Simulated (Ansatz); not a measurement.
**TaTe (zincblende): the equilibrium volume**

At what volume is TaTe (zincblende) free of pressure? The start comes from a prototype table, not from a measured structure.

Program: Ansatz 0.2.0. Level of theory: DFT PBE, scalar-relativistic, plane waves, PAW. These are calculated values, not measurements.

1 further run of the same task is left out (it didn't finish). Runs told in other sessions of the task aren't counted.

**1. The structure to begin with**

Symmetry: F-43m, No. 216, cubic system. The conventional cell has a = 6.274 Å, b = 6.274 Å, c = 6.274 Å, α = 90.00°, β = 90.00°, γ = 90.00°. Ta (site symmetry -43m) has 4 Te at 2.72 Å in its first shell of neighbours. Te (site symmetry -43m) has 4 Ta at 2.72 Å in its first shell of neighbours.

Structure file:

```
Ta Te
1.0
     0.00000    3.13686    3.13686
     3.13686    0.00000    3.13686
     3.13686    3.13686    0.00000
Ta Te
1 1
Direct
  0.00000 0.00000 0.00000
  0.25000 0.25000 0.25000
```

The moments start at Ta 2.00 μB.

**2. The first run**

input.yaml

```yaml
crystal:
  lattice:
    - [0.0, 3.1368594826, 3.1368594826]
    - [3.1368594826, 0.0, 3.1368594826]
    - [3.1368594826, 3.1368594826, 0.0]
  atoms:
    - { symbol: Ta, position: [0.0, 0.0, 0.0], spin: 2.0 }
    - { symbol: Te, position: [0.25, 0.25, 0.25] }
basis:
  ecutwfc: 420
  ecutrho_ratio: 4
kpoints:
  mp_grid: { grid: [10, 10, 10] }
hamiltonian:
  xc: pbe
scf:
  occupations: { method: gaussian, width: 0.05 }
output:
  forces: true
  stress: true
  eigenvalues: true
  populations: true
magnetization:
  spin_polarized: true
```

Started as:

```console
> ansatz run input.yaml --threads 2 --pin off --max-ram 2662MiB --backend cpu --events-out ev --progress --plain --runs-dir out
```

Standard output (excerpt; [...] marks lines left out):

```text
Warning: RAYON_NUM_THREADS=2 ignored (pool sized by the plan → 2); use --threads N
[...]
Pseudopotentials: kind: paw
Pseudopotential: Ta, paw, valence charge 13, recommended cutoff 420 eV (normal), Ta.paw.azcp
Pseudopotential: Te, paw, valence charge 16, recommended cutoff 420 eV (normal), Te.paw.azcp
Functional definition: PBE
[...]
Crystal: 2 atoms, lattice volume = 61.733 Å³
Basis set: ecut = 420 eV, 1243 PW (Γ), exchange–correlation on 60×60×60 points (8 copies of the dense FFT grid, shifted against one another)
Bands: 20, of which v1, the nominal top of the filled ones, is band 15 counted from 1 (14 counted from 0)
Symmetry: 24 space group operations
Space group: F-43m (ITA 216), of the structure as read, at distance tolerance 4.0e-5 Å
Magnetic group: BNS 216.74 (UNI 1576), of the structure as read, at distance tolerance 4.0e-5 Å
k-points: 47 of 1000 (time reversal used)
[...]
Starting moments: Σ|m| = 2 μB on 1 of 2 sites
[...]
SCF iter   1: F=—  HF=-16910.147229 eV  |F-HF|=—  |Δ(HF+E_count)|=         —  Δρ=1.67e-2 (↑1.67e-2 ↓1.42e-2)  dr2=2.75e-1  dr2_m=5.52e-2  M=1.651 μB ∫|m|=1.704 μB  β_m=0.30  ethr=9.42e-4  ⟨swp⟩=1.0  Hψ=12762  notcnv=0
[...]
spin=Collinear: Kerker preconditioning applied to the charge; magnetization (m = ρ↑ − ρ↓) channel mixes plain (no charge-response kernel on spin).
[...]
SCF iter  12: F=-16910.289554 eV  HF=-16910.289554 eV  |F-HF|=7.93e-10  |Δ(HF+E_count)|=   5.68e-9  Δρ=6.07e-7 (↑6.07e-7 ↓3.94e-7)  dr2=1.27e-9  dr2_m=1.08e-11  M=2.045 μB ∫|m|=2.142 μB  ethr=3.03e-11  ⟨swp⟩=3.4  Hψ=5466  notcnv=0
[...]
the search or the solves at the SCF's close seem to have found levels that the self-consistency loop had missed (the run counts 1). By its estimate they hold under 1e-12 electrons; where the run keeps them, the occupations were computed again with them
SCF converged after 12 iterations
Magnetization: 2.0451 μB (15.5226 up, 13.4774 down)
Absolute magnetization: 2.1441 μB (∫|ρ↑−ρ↓|, with the PAW one-centre terms)
Spin contamination: 0.0140 ħ² per cell (⟨S²⟩ above its minimum at these occupations)
Per-site moments (μB) at R_I (Å): [(1.2326435084464928, 1.1205975000139055), (-0.016147452349385222, 1.1205975000139055)]
Free energy (F): -16910.289554 eV
[...]
E sigma→0 (E₀):  -16910.287889 eV
Entropy (-TS):   -0.003329 eV (-1.665 meV/atom)
Fermi energy:    10.263529 eV
[...]
--- Forces (eV/Å), atoms counted from 1 ---
  atom   1  Ta     0.00000000    -0.00000000     0.00000000
  atom   2  Te    -0.00000000    -0.00000000     0.00000000
[...]
--- Stress (GPa, compression-positive) ---
        1.623161      -0.000000       0.000000
       -0.000000       1.623161      -0.000000
        0.000000      -0.000000       1.623161
  P = ⅓ Tr σ = 1.6232 GPa (16.232 kbar)
--- Band table (eV; the first three rows and the last of 94) ---
  k-point 0 ↑: bands = ["-58.1875", "-27.2288", "-27.2288", "-27.2288", "-27.1802", "-27.1802", "-24.8387", "-24.8387", "-24.8387", "-2.6210", "6.1617", "6.1617", "6.1617", "9.7375", "9.7375", "10.9048", "14.4932", "14.4932", "14.4932", "15.5334"]
[...]
--- Löwdin populations: 2 sites ---
  site symbol       q [e]    m [muB]
     0     Ta     12.8706     2.0862
     1     Te     15.9342    -0.1111
  spilling = 0.006733 (of n_electrons = 29.000000)
```

Run time: 16 s. Hardware: 2 threads of Arm Neoverse N1, shared host; peak memory 0.43 GiB.

This gives: volume 30.866 Å³/atom, pressure 1.62 GPa, no gap, spin moments in the atoms' spheres Ta 1.23 μB.

**3. Volume 31.200 Å³/atom**

input.yaml

```yaml
crystal:
  lattice:
    - [0.0, 3.1481336432, 3.1481336432]
    - [3.1481336432, 0.0, 3.1481336432]
    - [3.1481336432, 3.1481336432, 0.0]
  atoms:
    - { symbol: Ta, position: [0.0, 0.0, 0.0], spin: 1.36 }
    - { symbol: Te, position: [0.25, 0.25, 0.25] }
basis:
  ecutwfc: 420
  ecutrho_ratio: 4
kpoints:
  mp_grid: { grid: [10, 10, 10] }
hamiltonian:
  xc: pbe
scf:
  occupations: { method: gaussian, width: 0.05 }
output:
  forces: true
  stress: true
  eigenvalues: true
  populations: true
magnetization:
  spin_polarized: true
```

Started as:

```console
> ansatz run input.yaml --threads 2 --pin off --max-ram 2662MiB --backend cpu --events-out ev --progress --plain --runs-dir out
```

Standard output:

```text
Warning: RAYON_NUM_THREADS=2 ignored (pool sized by the plan → 2); use --threads N
Engine: ansatz 0.2.0, aarch64-unknown-linux-gnu
[... 4 set-up lines as earlier in the session ...]
  parameter kappa = 0.804
  parameter beta = 0.06672455060314922
  exchange = pbe_x(kappa = kappa, mu = beta*pi^2/3)
  correlation = pbe_c(beta = beta)
Crystal: 2 atoms, lattice volume = 62.401 Å³
Basis set: ecut = 420 eV, 1243 PW (Γ), exchange–correlation on 60×60×60 points (8 copies of the dense FFT grid, shifted against one another)
Bands: 20, of which v1, the nominal top of the filled ones, is band 15 counted from 1 (14 counted from 0)
[... 2 set-up lines as earlier in the session ...]
Magnetic group: BNS 216.74 (UNI 1576), of the structure as read, at distance tolerance 4.0e-5 Å
k-points: 47 of 1000 (time reversal used)
Non-local potential: Ta, projectors of the file, l = 0: 3, l = 1: 2, l = 2: 2, l = 3: 1
Non-local potential: Te, projectors of the file, l = 0: 2, l = 1: 2, l = 2: 2, l = 3: 2
PAW form: soft (Blöchl's): semilocal exchange-correlation on the pseudo side does not see the compensation charge
PAW one-centre angular grid: Ta, 590 points (default); XC on 64 Gauss nodes
PAW one-centre angular grid: Te, 590 points (default); XC on 64 Gauss nodes
Initial density: superposition of atomic densities (chi_scale 0.1, normalization cell)
Starting moments: Σ|m| = 1.36 μB on 1 of 2 sites
Initial wavefunctions: pseudopotential atomic-orbital guess
Functional: x = pbe(κ = 0.804, μ = 0.2195149727645171), c = pbe(β = 0.06672455060314922)
iter 1 solved again at ethr=9.53e-4 eV; its pass at ethr=3.10e-3 eV (dr2=2.76e-1 eV) is discarded
SCF iter   1: F=—  HF=-16910.118705 eV  |F-HF|=—  |Δ(HF+E_count)|=         —  Δρ=1.41e-2 (↑1.41e-2 ↓1.26e-2)  dr2=2.78e-1  dr2_m=2.08e-2  M=1.374 μB ∫|m|=1.408 μB  β_m=0.30  ethr=9.53e-4  ⟨swp⟩=1.0  Hψ=12741  notcnv=0
Mixer restart at iter 1: flushing history
preconditioner: auto → Kerker (q_TF=auto, 2.401 Å⁻¹)  [metal: Δε(μ)=0.018 eV  Ē_g=7.579 eV  σ=0.050 eV  W_gap=0.20  n_scr=14 (ndim 8)  ℏωp=15.6 eV  f_vac=0.003  D(μ)=4.16/eV (n_scr^D=58)]
spin=Collinear: Kerker preconditioning applied to the charge; magnetization (m = ρ↑ − ρ↓) channel mixes plain (no charge-response kernel on spin).
SCF iter   2: F=—  HF=-16910.149792 eV  |F-HF|=—  |Δ(HF+E_count)|=   3.11e-2  Δρ=1.17e-2 (↑1.17e-2 ↓1.04e-2)  dr2=1.70e-1  dr2_m=2.06e-2  M=1.551 μB ∫|m|=1.591 μB  β_m=0.65  ethr=9.53e-4  ⟨swp⟩=1.1  Hψ=1885  notcnv=0
SCF iter   3: F=—  HF=-16910.292788 eV  |F-HF|=—  |Δ(HF+E_count)|=   1.43e-1  Δρ=5.55e-3 (↑5.55e-3 ↓2.65e-3)  dr2=3.11e-2  dr2_m=6.52e-3  M=1.938 μB ∫|m|=2.017 μB  β_m=0.82  ethr=5.85e-4  ⟨swp⟩=2.9  Hψ=3080  notcnv=0
SCF iter   4: F=—  HF=-16910.293370 eV  |F-HF|=—  |Δ(HF+E_count)|=         —  Δρ=2.02e-3 (↑2.02e-3 ↓1.30e-3)  dr2=4.06e-3  dr2_m=1.16e-3  M=2.041 μB ∫|m|=2.134 μB  β_m=0.82  ethr=1.07e-4  ⟨swp⟩=2.3  Hψ=3140  notcnv=0  defer=21
Mixer restart at iter 4: flushing history
SCF iter   5: F=—  HF=-16910.294029 eV  |F-HF|=—  |Δ(HF+E_count)|=   6.59e-4  Δρ=7.60e-4 (↑7.60e-4 ↓5.90e-4)  dr2=1.51e-3  dr2_m=1.04e-4  M=2.053 μB ∫|m|=2.150 μB  β_m=0.91  ethr=1.40e-5  ⟨swp⟩=1.5  Hψ=2077  notcnv=0  defer=21
SCF iter   6: F=—  HF=-16910.294473 eV  |F-HF|=—  |Δ(HF+E_count)|=   4.44e-4  Δρ=1.89e-4 (↑1.77e-4 ↓1.89e-4)  dr2=1.63e-4  dr2_m=2.40e-6  M=2.057 μB ∫|m|=2.158 μB  β_m=0.96  ethr=5.22e-6  ⟨swp⟩=2.0  Hψ=2289  notcnv=0  defer=26
SCF iter   7: F=—  HF=-16910.294599 eV  |F-HF|=—  |Δ(HF+E_count)|=   1.25e-4  Δρ=6.37e-5 (↑6.37e-5 ↓5.85e-5)  dr2=1.30e-5  dr2_m=1.65e-7  M=2.057 μB ∫|m|=2.157 μB  β_m=0.91  ethr=5.62e-7  ⟨swp⟩=2.2  Hψ=2648  notcnv=0  defer=26
SCF iter   8: F=—  HF=-16910.294613 eV  |F-HF|=—  |Δ(HF+E_count)|=   1.40e-5  Δρ=3.36e-5 (↑2.67e-5 ↓3.36e-5)  dr2=4.09e-6  dr2_m=5.81e-8  M=2.057 μB ∫|m|=2.157 μB  β_m=0.96  ethr=4.49e-8  ⟨swp⟩=2.0  Hψ=3145  notcnv=0  defer=26
SCF iter   9: F=—  HF=-16910.294614 eV  |F-HF|=—  |Δ(HF+E_count)|=   1.69e-6  Δρ=1.85e-5 (↑1.85e-5 ↓9.10e-6)  dr2=4.27e-7  dr2_m=6.10e-8  M=2.057 μB ∫|m|=2.156 μB  β_m=0.98  ethr=1.41e-8  ⟨swp⟩=2.0  Hψ=2396  notcnv=0  defer=27
SCF iter  10: F=—  HF=-16910.294615 eV  |F-HF|=—  |Δ(HF+E_count)|=   8.34e-7  Δρ=5.07e-6 (↑5.07e-6 ↓4.45e-6)  dr2=1.05e-7  dr2_m=3.42e-10  M=2.057 μB ∫|m|=2.156 μB  β_m=0.99  ethr=1.47e-9  ⟨swp⟩=2.3  Hψ=2633  notcnv=0  defer=27
SCF iter  11: F=-16910.294615 eV  HF=-16910.294615 eV  |F-HF|=2.43e-9  |Δ(HF+E_count)|=   5.55e-8  Δρ=1.54e-6 (↑1.54e-6 ↓1.51e-6)  dr2=1.46e-8  dr2_m=6.57e-11  M=2.057 μB ∫|m|=2.156 μB  ethr=3.45e-10  ⟨swp⟩=4.1  Hψ=6565  notcnv=0
SCF 1 converged in 11 iterations: F = -16910.294615 eV  dr2 = 1.46e-8
the search or the solves at the SCF's close seem to have found levels that the self-consistency loop had missed (the run counts 1). By its estimate they hold under 1e-12 electrons; where the run keeps them, the occupations were computed again with them
SCF converged after 11 iterations
Magnetization: 2.0565 μB (15.5283 up, 13.4717 down)
Absolute magnetization: 2.1584 μB (∫|ρ↑−ρ↓|, with the PAW one-centre terms)
Spin contamination: 0.0143 ħ² per cell (⟨S²⟩ above its minimum at these occupations)
Per-site moments (μB) at R_I (Å): [(1.2464398166750907, 1.124625030176858), (-0.01829232138896071, 1.124625030176858)]
Free energy (F): -16910.294615 eV
Harris-Foulkes:  -16910.294615 eV  (|F-HF|=2.43e-9)
Internal energy: -16910.291587 eV  (E = F + TS)
E sigma→0 (E₀):  -16910.293101 eV
Entropy (-TS):   -0.003028 eV (-1.514 meV/atom)
Fermi energy:    10.112302 eV
--- Per-component energies (eV) ---
  E_band       = -476.433471
  E_kinetic    = 547.735169
  E_local      = -2375.954764  (includes V_loc(G=0)·N_el)
  E_nonlocal   = -294.417277
  E_hartree    = 1223.780888
  E_xc         = -341.314861
  E_vxc        = -306.393641  (∫ρ·V_xc dr)
  E_paw        = -13060.442413  (= ΣΔE_a)
  E_vpaw       = -494.964588  (= ΣTr[D̂ρ^β])
  E_aug_tail   = -0.000042  (compensation charges beyond the density's cutoff)
  E_ewald      = -2609.678287
  E_smearing   = -0.003028  (= −TS)
  E_closure    = 0.000000  (closes the sum)
  Σ components = -16910.294615   (vs F -16910.294615, Δ=0.00e0)
--- Forces (eV/Å), atoms counted from 1 ---
  atom   1  Ta     0.00000000    -0.00000000     0.00000000
  atom   2  Te    -0.00000000    -0.00000000     0.00000000
  max |Σ_I F_I| component: 5.78e-17 eV/Å
--- Stress (GPa, compression-positive) ---
        0.808328       0.000000       0.000000
       -0.000000       0.808328      -0.000000
        0.000000      -0.000000       0.808328
  P = ⅓ Tr σ = 0.8083 GPa (8.083 kbar)
--- Band table (eV; the first three rows and the last of 94) ---
  k-point 0 ↑: bands = ["-58.3546", "-27.3675", "-27.3675", "-27.3675", "-27.3212", "-27.3212", "-25.0030", "-25.0030", "-25.0030", "-2.7228", "6.0445", "6.0445", "6.0445", "9.5917", "9.5917", "10.7111", "14.2935", "14.2935", "14.2935", "15.3311"]
  k-point 1 ↑: bands = ["-58.3545", "-27.3670", "-27.3670", "-27.3654", "-27.3212", "-27.3212", "-25.0074", "-25.0039", "-25.0039", "-2.6595", "5.8464", "6.0742", "6.0742", "9.5595", "9.5595", "11.0493", "13.5673", "14.1424", "14.1424", "15.2612"]
  k-point 2 ↑: bands = ["-58.3545", "-27.3656", "-27.3656", "-27.3597", "-27.3212", "-27.3212", "-25.0187", "-25.0061", "-25.0061", "-2.4874", "5.4160", "6.1465", "6.1465", "9.5215", "9.5215", "11.7771", "12.2566", "13.6618", "13.6618", "15.2327"]
  k-point 46 ↓: bands = ["-57.7335", "-27.3593", "-27.3588", "-27.3495", "-27.3329", "-27.3317", "-24.1720", "-24.1519", "-24.1509", "-1.6744", "5.3141", "6.0584", "6.9130", "9.4836", "10.6833", "11.5075", "11.9611", "12.9220", "16.3933", "16.4952"]
--- Löwdin populations: 2 sites ---
  site symbol       q [e]    m [muB]
     0     Ta     12.8596     2.1001
     1     Te     15.9452    -0.1135
  spilling = 0.006733 (of n_electrons = 29.000000)
```

Wall time 16 s (2 threads of Arm Neoverse N1, shared host); peak memory 0.43 GiB.

Read off: volume 31.200 Å³/atom, pressure 0.81 GPa, no gap, spin moments in the atoms' spheres Ta 1.25 μB.

(Part 1 of 2 ends here.)
